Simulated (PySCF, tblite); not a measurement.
# C5H8F2Si: infrared bands and NMR shifts

Wanted: the infrared bands and NMR shifts of C5H8F2Si (`FC(F)[SiH]1CC=CC1`), by calculation.

The runs use tblite 0.8.0 and PySCF 2.14.0, with density-fitted response routines of our own; the level of theory stands in each step. All values are computed, except where a source is named. Atoms are numbered from 0 throughout.

**1. The molecule as given**

16 atoms, charge 0, multiplicity 1; geometry from: GFN2-xTB.

Bonds of the start (Å): F0–C1 1.36, C1–F2 1.36, C1–Si3 1.94, Si3–C4 1.91, C4–C5 1.50, C5–C6 1.32, C6–C7 1.50, C7–Si3 1.91, C1–H8 1.10, Si3–H9 1.46, C4–H10 1.09, C4–H11 1.09, C5–H12 1.08, C6–H13 1.08, C7–H14 1.09, C7–H15 1.09.

**2. Harmonic vibrations with GFN2-xTB**

The job: settings as JSON, then the geometry in Å.

```
{"job": {"kind": "ir", "xc": "GFN2-xTB", "basis": "xTB"}, "charge": 0, "multiplicity": 1}
F      3.006453    -0.668123     0.831995
C      2.247827    -0.068785    -0.129805
F      2.966680     1.010735    -0.551204
Si     0.545392     0.500557     0.610024
C     -0.610424     1.151302    -0.758549
C     -1.744169     0.164784    -0.764100
C     -1.719202    -0.852936     0.078249
C     -0.556871    -0.999362     1.019638
H      2.202885    -0.768058    -0.977448
H      0.845699     1.417123     1.709207
H     -0.993986     2.150826    -0.551642
H     -0.150966     1.202914    -1.747365
H     -2.553269     0.321031    -1.462291
H     -2.506548    -1.591091     0.120330
H     -0.915027    -0.995929     2.049534
H     -0.072073    -1.966045     0.871064
```

**Question.** This job is followed by: GIAO PBE0/pcSseg-1 NMR shielding, non-relativistic, gas phase. What will the session give for the following? strongest single infrared mode (GFN2-xTB); zero-point energy (GFN2-xTB); ¹³C shifts against TMS (PBE0/pcSseg-1, means over atoms taken as alike); ¹H shifts against TMS (PBE0/pcSseg-1, means over atoms taken as alike); ¹⁹F shifts against CFCl3 (PBE0/pcSseg-1, means over atoms taken as alike); ²⁹Si shifts against TMS (PBE0/pcSseg-1).

The runs gave:

| quantity | value |
| --- | --- |
| strongest single infrared mode (GFN2-xTB) | 2288 cm⁻¹, 283 km/mol |
| zero-point energy (GFN2-xTB) | 72.7 kcal/mol |
| ¹³C shifts against TMS (PBE0/pcSseg-1, means over atoms taken as alike) | 138.5, 128.8, 17.5 ppm |
| ¹H shifts against TMS (PBE0/pcSseg-1, means over atoms taken as alike) | 6.42, 6.14, 4.64, 1.84, 1.80 ppm |
| ¹⁹F shifts against CFCl3 (PBE0/pcSseg-1, means over atoms taken as alike) | -153.4 ppm |
| ²⁹Si shifts against TMS (PBE0/pcSseg-1) | -9.4 ppm |

In words: All 42 modes are real, so the xTB geometry is a minimum. The strongest single mode, at 2288 cm⁻¹, moves mainly H9. Unscaled tight-binding wavenumbers are off by several per cent, some by more. Its intensities can rank the bands wrongly. The most deshielded carbon is C5, C6 (mean) (alkene CH), at 138.5 ppm: an sp2 carbon of a C=C bond. The most deshielded hydrogen is H8 (hydrogen on an sp3 CH bonded to 2 F and Si), at 6.42 ppm: its carbon carries F, an electronegative neighbour. At PBE0/pcSseg-1: Shielding is most anisotropic at F0, F2 (span 265 ppm, paramagnetic term -147 ppm).
